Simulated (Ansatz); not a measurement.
# C2H8GeO: one species, many methods

An exercise on one series of results from a longer session: the logs are not shown, and one member is left open.

Computed with Ansatz 0.2.0, Gaussian basis. Level: functionals in def2-TZVPP, the program's frozen cores in correlated methods.

The runs, in order: LDA (SPW92), PBE-D4, revPBE-D4, BLYP-D4, r2SCAN-D4, B97M-V, PBE0-D4, B3LYP-D4, r2SCANh-D4, r2SCAN0-D4, HSE06-D4, BHLYP-D4, CAM-B3LYP-D4, LC-ωPBE, ωB97X-V, ωB97M-V, B2PLYP, PBE-QIDH; CCSD(T)/def2-SVP; CCSD(T)/def2-TZVPP; MP2/def2-QZVPP; extrapolation to the limit; RPA on PBE.

## The geometry

All runs share one geometry, relaxed beforehand with PBE0-D4 in a triple-zeta def2 set.

SMILES `C[O][GeH2][CH3]`, 12 atoms, charge 0, spin multiplicity 1.

Atoms are counted from 1 here; the program's logs count them from 0.

Bond lengths: C1–O2 1.404 Å, C1–H5 1.093 Å, C1–H6 1.099 Å, C1–H7 1.099 Å, O2–Ge3 1.784 Å, Ge3–C4 1.936 Å, Ge3–H8 1.546 Å, Ge3–H9 1.546 Å, C4–H10 1.090 Å, C4–H11 1.091 Å, C4–H12 1.090 Å. Angles: O2–C1–H5 108.3°, O2–C1–H6 112.2°, O2–C1–H7 112.2°, H5–C1–H6 108.0°, H5–C1–H7 108.0°, H6–C1–H7 108.0°, C1–O2–Ge3 118.3°, O2–Ge3–C4 105.0°, O2–Ge3–H8 108.1°, O2–Ge3–H9 108.1°, C4–Ge3–H8 113.1°, C4–Ge3–H9 113.1°, H8–Ge3–H9 109.1°, Ge3–C4–H10 109.7°, Ge3–C4–H11 110.6°, Ge3–C4–H12 109.7°, H10–C4–H11 108.9°, H10–C4–H12 108.9° and more.

The first run:

File in.yaml:

```yaml
crystal:
  periodic: [false, false, false]
  atoms:
    - {symbol: C, position_ang: [0.239163, 2.136217, 0.178182]}
    - {symbol: O, position_ang: [0.656685, 0.796170, 0.156492]}
    - {symbol: Ge, position_ang: [-0.572511, -0.468820, -0.110780]}
    - {symbol: C, position_ang: [0.410825, -2.136710, -0.079552]}
    - {symbol: H, position_ang: [1.115950, 2.765796, 0.350308]}
    - {symbol: H, position_ang: [-0.483081, 2.333677, 0.982530]}
    - {symbol: H, position_ang: [-0.218128, 2.444386, -0.772353]}
    - {symbol: H, position_ang: [-1.624458, -0.363246, 1.017065]}
    - {symbol: H, position_ang: [-1.257559, -0.193183, -1.468910]}
    - {symbol: H, position_ang: [0.906246, -2.254150, 0.884532]}
    - {symbol: H, position_ang: [-0.261559, -2.981384, -0.237028]}
    - {symbol: H, position_ang: [1.165429, -2.133953, -0.866486]}
basis:
  gaussian: {orbitals: def2-TZVPP}
hamiltonian: {xc: lda}
output: {orbitals: {seedname: orbitals}}
```

Among the steps run: LDA; PBE-D4 (GGA); revPBE-D4 (GGA); BLYP-D4 (GGA); r2SCAN-D4 (meta-GGA); B97M-V (meta-GGA); PBE0-D4 (hybrid); B3LYP-D4 (hybrid); r2SCANh-D4 (hybrid); r2SCAN0-D4 (hybrid); HSE06-D4 (hybrid); BHLYP-D4 (hybrid); CAM-B3LYP-D4 (range-separated); LC-ωPBE-D4 (range-separated; the results give it without D4); ωB97X-V (range-separated); ωB97M-V (range-separated); B2PLYP (double hybrid); PBE-QIDH (double hybrid).

One table of the session follows, with a row left open; its other results are not shown here.

It belongs to the step «Frontier levels by functional». 

```
  functional  HOMO (eV)  LUMO (eV)  gap (eV)
 LDA (SPW92)      -6.13      -0.44      5.69
      PBE-D4      -6.02      -0.14      5.89
   revPBE-D4      -5.98       0.01      5.98
     BLYP-D4      -5.95      -0.05      5.90
   r2SCAN-D4      -6.35       0.24      6.59
      B97M-V      -6.52       0.05      6.57
     PBE0-D4      -7.58       0.73      8.31
    B3LYP-D4      -7.35       0.47      7.82
  r2SCANh-D4      -6.94       0.54      7.47
  r2SCAN0-D4      -7.82       0.96      8.78
    HSE06-D4      -7.18       0.35      7.53
    BHLYP-D4      -9.10       1.52     10.62
CAM-B3LYP-D4      -9.03       1.66     10.69
     LC-ωPBE     -10.34       2.91     13.25
     ωB97X-V          ?          ?         ?
     ωB97M-V      -9.97       2.41     12.39
```

Q: Estimate the row for ωB97X-V from the others.

The run gave: HOMO (eV): -10.05; LUMO (eV): 2.72; gap (eV): 12.76. In the column «HOMO (eV)» it lies between LC-ωPBE (-10.34) and ωB97M-V (-9.97).
